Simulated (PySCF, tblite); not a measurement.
# C₅H₁₄GeOSi: geometry, infrared bands and NMR shifts

Aim: predict the infrared bands and NMR shifts of C₅H₁₄GeOSi (`[SiH3][C@@H]1C[C@H]([CH2][GeH3])CO1`).

Programs: tblite 0.8.0 and PySCF 2.14.0, with density-fitted response routines of our own. Each step states its level of theory. These are calculated values for one molecule in the gas phase, unless marked as measured. Atoms are numbered from 0 throughout.

### Step 1. Starting geometry

22 atoms, charge 0, multiplicity 1; geometry from: force field or distance geometry start.

Bonds of the start (Å): Si0–C1 1.80, C1–C2 1.54, C2–C3 1.53, C3–C4 1.48, C4–Ge5 1.95, C3–C6 1.52, C6–O7 1.41, O7–C1 1.39, Si0–H8 1.49, Si0–H9 1.49, Si0–H10 1.46, C1–H11 1.12, C2–H12 1.09, C2–H13 1.09, C3–H14 1.12, C4–H15 1.12, C4–H16 1.10, Ge5–H17 1.55, Ge5–H18 1.56, Ge5–H19 1.56, C6–H20 1.12, C6–H21 1.11.

### Step 2. Geometry optimisation with GFN2-xTB

The job: settings as JSON, then the geometry in Å.

```
{"job": {"kind": "relax", "xc": "GFN2-xTB", "basis": "xTB"}, "charge": 0, "multiplicity": 1}
Si    -3.458100    -0.060600    -0.182600
C     -1.708100     0.134200     0.180800
C     -0.728000    -0.359900    -0.897000
C      0.523100     0.166000    -0.198800
C      1.793000    -0.344100    -0.753500
Ge     3.252700     0.432800     0.285600
C      0.205800    -0.316200     1.212300
O     -1.177600    -0.560400     1.265600
H     -3.874000     1.092300    -1.032400
H     -4.269200     0.092200     1.058300
H     -3.864500    -1.246600    -0.927200
H     -1.415700     1.198400     0.341400
H     -0.725600    -1.453800    -0.892700
H     -0.900900     0.108500    -1.868400
H      0.404000     1.279800    -0.210900
H      1.892200     0.118500    -1.773400
H      1.871400    -1.437600    -0.784500
H      3.812900     1.723700    -0.365000
H      4.384300    -0.631300     0.372500
H      2.809700     0.821600     1.724600
H      0.381000     0.488100     1.968300
H      0.781400    -1.226400     1.476300
```

On the command line:

```sh
OMP_NUM_THREADS=1 python probes_run.py task.json out
```

The driver reads the jobs from task.json and runs them one after another.

**Question.** This job is followed by: GFN2-xTB harmonic vibrations, gas phase; GIAO PBE0/pcSseg-1 NMR shielding, non-relativistic, gas phase. Predict these results of the whole session: strongest single infrared mode (GFN2-xTB); zero-point energy (GFN2-xTB); ¹³C shifts against TMS (PBE0/pcSseg-1); ¹H shifts against TMS (PBE0/pcSseg-1, means over atoms taken as alike); ²⁹Si shifts against TMS (PBE0/pcSseg-1); ⁷³Ge shifts against GeMe4 (PBE0/pcSseg-1); ¹⁷O shifts against H2O (PBE0/pcSseg-1); surface potential, 1st and 99th percentile.

As calculated:

```
                                                              quantity                                                           value
                             strongest single infrared mode (GFN2-xTB)                                           2074 cm⁻¹, 469 km/mol
                                          zero-point energy (GFN2-xTB)                                                  104.9 kcal/mol
                                ¹³C shifts against TMS (PBE0/pcSseg-1)                                79.5, 73.3, 46.0, 43.6, 15.5 ppm
¹H shifts against TMS (PBE0/pcSseg-1, means over atoms taken as alike)  4.32, 4.01, 3.83, 3.45, 3.41, 2.31, 2.09, 1.46, 1.41, 0.67 ppm
                               ²⁹Si shifts against TMS (PBE0/pcSseg-1)                                                       -67.8 ppm
                             ⁷³Ge shifts against GeMe4 (PBE0/pcSseg-1)                                                        -240 ppm
                                ¹⁷O shifts against H2O (PBE0/pcSseg-1)                                                        57.6 ppm
                                 surface potential, 1st and 99th percentile                                              -1.44 V and 0.91 V
```

The optimisation took 154 steps and gained 0.988 eV; among the close pairs (by a distance rule), Si0–C1 changed most, from 1.798 to 1.905 Å. All 60 modes are real, so the xTB geometry is a minimum. The strongest single mode, at 2074 cm⁻¹, moves mainly H18 and H17. Unscaled tight-binding wavenumbers are off by several per cent, some by more. Its intensities can rank the bands wrongly. C6 (sp3 CH2 bonded to O) lies farthest downfield among carbon, at 79.5 ppm; pulled downfield by the heteroatom. At PBE0/pcSseg-1: The largest span, 207 ppm, is at O7, where the paramagnetic term is -120 ppm. Spin-orbit coupling is left out, which matters for shieldings and couplings at and beside the heavy atoms.
